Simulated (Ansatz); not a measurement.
# ClCu: the cost of one run

Method: DFT PBE0, Gaussian basis cc-pVTZ, and further levels as typed in the inputs, in Ansatz 0.2.0.

### 1 The system as given

Bond lengths: Cu1–Cl2 2.076 Å.

As a file:

```xyz
2

Cu    0.0000    0.0000   -0.0079
Cl    0.0000    0.0000    2.0679
```

### 2 Relaxing the atoms: ClCu

File input.yaml:

```yaml
relax:
  f_tol: 0.001
  max_steps: 200
crystal:
  periodic: [false, false, false]
  atoms:
    - { symbol: Cu, position_ang: [0.0, 0.0, -0.007856] }
    - { symbol: Cl, position_ang: [0.0, 0.0, 2.067856] }
basis:
  gaussian: { orbitals: cc-pVTZ }
hamiltonian:
  xc: pbe0
```

Command:

```console
> ansatz run input.yaml --threads 2 --pin off --max-ram 4096MiB --backend cpu --events-out ev --progress --plain --runs-dir out
```

Q: Estimate wall time and peak memory on 2 threads of Intel Xeon at 2.30GHz, shared host.

About 12 s, with a peak of 0.2 GiB.
